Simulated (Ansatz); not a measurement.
**C3H9NOS2W: ionisation energy by level of theory**

An exercise on one series of results from a longer session: the logs are not shown, and one member is left open.

The runs use Ansatz 0.2.0, Gaussian basis; unrestricted cation, the program's frozen cores in correlated methods.

Plan: UKS PBE-D4/def2-TZVPP; UKS r2SCAN-D4/def2-TZVPP; UKS PBE0-D4/def2-TZVPP; UKS B3LYP-D4/def2-TZVPP; UKS wB97X-V/def2-TZVPP; UKS wB97M-V/def2-TZVPP; UKS B2PLYP/def2-TZVPP; UHF-CCSD(T)/def2-TZVPP; UHF-MP2/def2-QZVPP; extrapolation to the limit; then −ε(HOMO) from the neutral's earlier runs with LDA (SPW92), PBE-D4, revPBE-D4, BLYP-D4, r2SCAN-D4, B97M-V, PBE0-D4, B3LYP-D4, r2SCANh-D4, r2SCAN0-D4, HSE06-D4, BHLYP-D4, CAM-B3LYP-D4, LC-ωPBE, ωB97X-V, ωB97M-V.

## The geometry

All runs share one geometry, relaxed beforehand with PBE0-D4 in a triple-zeta def2 set. W takes the def2 core potential; no spin-orbit term is included.

SMILES `C[O][W](=[S])(=[S])[N](C)C`, 17 atoms, charge 0, spin multiplicity 1.

Atoms are counted from 1 here; the program's logs count them from 0.

Bond lengths: C1–O2 1.406 Å, C1–H9 1.094 Å, C1–H10 1.094 Å, C1–H11 1.092 Å, O2–W3 1.863 Å, W3–S4 2.136 Å, W3–S5 2.136 Å, W3–N6 1.921 Å, N6–C7 1.452 Å, N6–C8 1.452 Å, C7–H12 1.097 Å, C7–H13 1.088 Å, C7–H14 1.096 Å, C8–H15 1.097 Å, C8–H16 1.088 Å, C8–H17 1.096 Å. Angles: O2–C1–H9 110.3°, O2–C1–H10 110.3°, O2–C1–H11 108.4°, H9–C1–H10 109.1°, H9–C1–H11 109.3°, H10–C1–H11 109.3°, C1–O2–W3 134.5°, O2–W3–S4 108.9°, O2–W3–S5 109.1°, O2–W3–N6 107.3°, S4–W3–S5 110.5°, S4–W3–N6 110.5°, S5–W3–N6 110.5°, W3–N6–C7 124.1°, W3–N6–C8 123.6°, C7–N6–C8 112.2°, N6–C7–H12 110.2°, N6–C7–H13 111.0° and more.

The first run:

The input, in.yaml:

```yaml
crystal:
  periodic: [false, false, false]
  atoms:
    - {symbol: C, position_ang: [0.046825, -3.017627, -1.206899]}
    - {symbol: O, position_ang: [0.138871, -1.773026, -0.558735]}
    - {symbol: W, position_ang: [-0.557017, -0.075449, -0.884397]}
    - {symbol: S, position_ang: [-2.690394, -0.189137, -0.884190]}
    - {symbol: S, position_ang: [0.156015, 0.621704, -2.773334]}
    - {symbol: N, position_ang: [0.054466, 1.072545, 0.529186]}
    - {symbol: C, position_ang: [1.266838, 1.868923, 0.464996]}
    - {symbol: C, position_ang: [-0.672658, 1.277867, 1.769332]}
    - {symbol: H, position_ang: [0.449130, -2.948055, -2.221917]}
    - {symbol: H, position_ang: [-0.996321, -3.343812, -1.256692]}
    - {symbol: H, position_ang: [0.626928, -3.747120, -0.637696]}
    - {symbol: H, position_ang: [1.024212, 2.935488, 0.543969]}
    - {symbol: H, position_ang: [1.793735, 1.701019, -0.471690]}
    - {symbol: H, position_ang: [1.932111, 1.606001, 1.295704]}
    - {symbol: H, position_ang: [-0.955653, 2.332294, 1.872883]}
    - {symbol: H, position_ang: [-1.576038, 0.672312, 1.796387]}
    - {symbol: H, position_ang: [-0.041031, 1.006052, 2.623102]}
basis:
  gaussian: {orbitals: def2-TZVPP}
total_charge: 1
magnetization: {spin_polarized: true, initial_magnetization: 1}
hamiltonian: {xc: pbe, dispersion: d4}
```

The run is started by

```
> ansatz run in.yaml --threads 4 --pin off --events-out ev --progress --plain --max-ram 66560MiB --backend cuda --devices 0, --max-vram 37GiB
```

Steps of the session up to this table: Cation, UKS PBE-D4/def2-TZVPP; Cation, UKS r2SCAN-D4/def2-TZVPP; Cation, UKS PBE0-D4/def2-TZVPP; Cation, UKS B3LYP-D4/def2-TZVPP; Cation, UKS wB97X-V/def2-TZVPP; Cation, UKS wB97M-V/def2-TZVPP; Cation, UKS B2PLYP (frozen core)/def2-TZVPP; Cation, UHF-CCSD(T)/def2-TZVPP; Cation, UHF-MP2/def2-QZVPP.

One table of the session follows, with a row left open; its other results are not shown here.

Orbital estimates, from the neutral's runs:

| functional | −ε(HOMO) (eV) |
| --- | --- |
| LDA (SPW92) | ? |
| PBE-D4 | 5.69 |
| revPBE-D4 | 5.63 |
| BLYP-D4 | 5.50 |
| r2SCAN-D4 | 5.96 |
| B97M-V | 6.03 |
| PBE0-D4 | 6.80 |
| B3LYP-D4 | 6.55 |
| r2SCANh-D4 | 6.36 |
| r2SCAN0-D4 | 6.97 |
| HSE06-D4 | 6.41 |
| BHLYP-D4 | 7.73 |
| CAM-B3LYP-D4 | 7.97 |
| LC-ωPBE | 9.26 |
| ωB97X-V | 8.94 |
| ωB97M-V | 8.79 |

Estimate the missing values for LDA (SPW92).

As computed: −ε(HOMO) (eV): 5.84. In the column «−ε(HOMO) (eV)» it lies between PBE-D4 (5.69) and r2SCAN-D4 (5.96).

To keep in mind: The cation may have settled in a state other than its lowest; no search over hole states beyond the program's own was made.
